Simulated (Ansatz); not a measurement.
# AlBH5NS: the cost of one run

Program: Ansatz 0.2.0. Level of theory: RKS B3LYP/def2-SVP. These are calculated values, not measurements.

### 1 The starting structure

Bond lengths: B1–S2 1.827 Å, S2–Al3 2.240 Å, Al3–N4 1.955 Å, B1–H5 1.202 Å, B1–H6 1.207 Å, Al3–H7 1.639 Å, N4–H8 1.043 Å, N4–H9 1.049 Å. Angles: B1–S2–Al3 90.3°, S2–B1–H5 122.3°, S2–B1–H6 123.4°, H5–B1–H6 114.1°, S2–Al3–N4 122.9°, S2–Al3–H7 121.3°, N4–Al3–H7 115.8°, Al3–N4–H8 104.6°, Al3–N4–H9 100.3°, H8–N4–H9 105.8°.

As a file:

```xyz
9

B    -1.7977    0.8161    0.1461
S    -1.3903   -0.8039    0.8854
Al    0.7948   -0.3421    0.7178
N     1.8552   -0.7777   -0.8662
H    -2.0097    1.7924    0.8144
H    -1.9662    0.9824   -1.0373
H     1.6091    0.3771    1.9453
H     1.6997   -1.7984   -1.0151
H     1.2935   -0.2922   -1.6075
```

### 2 End point A

Input file input.yaml:

```yaml
crystal:
  periodic: [false, false, false]
  atoms:
    - { symbol: B, position_ang: [-1.7977, 0.8161, 0.1461] }
    - { symbol: S, position_ang: [-1.3903, -0.8039, 0.8854] }
    - { symbol: Al, position_ang: [0.7948, -0.3421, 0.7178] }
    - { symbol: "N", position_ang: [1.8552, -0.7777, -0.8662] }
    - { symbol: H, position_ang: [-2.0097, 1.7924, 0.8144] }
    - { symbol: H, position_ang: [-1.9662, 0.9824, -1.0373] }
    - { symbol: H, position_ang: [1.6091, 0.3771, 1.9453] }
    - { symbol: H, position_ang: [1.6997, -1.7984, -1.0151] }
    - { symbol: H, position_ang: [1.2935, -0.2922, -1.6075] }
basis:
  gaussian: { orbitals: def2-SVP }
hamiltonian:
  xc: b3lyp
relax:
  f_tol: 0.015
  max_steps: 40
output:
  orbitals: {}
```

On the command line:

```
> ansatz run input.yaml --threads 1 --pin off --max-ram 2048MiB --backend cpu --events-out ev --progress --plain --runs-dir out
```

**Question.** How long does this run take on 1 thread of Arm Neoverse V2, shared host, and how much memory does it need?

About 2.2 min, with a peak of 0.17 GiB.
